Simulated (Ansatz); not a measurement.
# AlBrH4: the cost of one run

Method: RKS PBE0-D4/def2-mTZVP, in Ansatz 0.2.0.

1 further run of the same task is left out (it didn't finish).

**1. The starting structure**

Bond lengths: Al1–H3 1.560 Å, Al1–H4 1.560 Å, Al1–Br5 2.710 Å. Angles: H3–Al1–H4 120.0°, H3–Al1–Br5 97.0°, H4–Al1–Br5 101.2°.

Coordinates:

```xyz
6

Al    0.0000    0.0000    0.0000
H     0.0000    0.0000    1.9100
H     1.3510    0.0000   -0.7800
H    -1.3510    0.0000   -0.7800
Br    0.1133   -2.5693    0.8545
H     0.0424   -0.9624    2.0002
```

**2. A restrained relaxation towards end A**

Springs on the bonds that form and break draw the guess towards this end; the thresholds are loose.

input.yaml

```yaml
crystal:
  periodic: [false, false, false]
  atoms:
    - { symbol: Al, position_ang: [0.0, 0.0, 0.0] }
    - { symbol: H, position_ang: [0.0, 0.0, 1.91] }
    - { symbol: H, position_ang: [1.351, 0.0, -0.78] }
    - { symbol: H, position_ang: [-1.351, 0.0, -0.78] }
    - { symbol: Br, position_ang: [0.1133, -2.5693, 0.8545] }
    - { symbol: H, position_ang: [0.0424, -0.9624, 2.0002] }
basis:
  gaussian: { orbitals: def2-mTZVP }
hamiltonian:
  xc: pbe0
  dispersion: d4
relax:
  f_tol: 0.15
  max_steps: 25
  restrain:
    - { distance: [0, 4], at: 3.61, k: 30.0 }
    - { distance: [5, 1], at: 1.86, k: 30.0 }
    - { distance: [0, 1], at: 1.56, k: 30.0 }
    - { distance: [5, 4], at: 1.55, k: 30.0 }
```

Started as:

```
ansatz run input.yaml --threads 1 --pin off --max-ram 2048MiB --backend cpu --events-out ev --progress --plain --runs-dir out
```

What time and memory should one allow on 1 thread of Intel Xeon 6975P-C (Granite Rapids), shared host?

About 8.2 s, with a peak of 0.15 GiB.
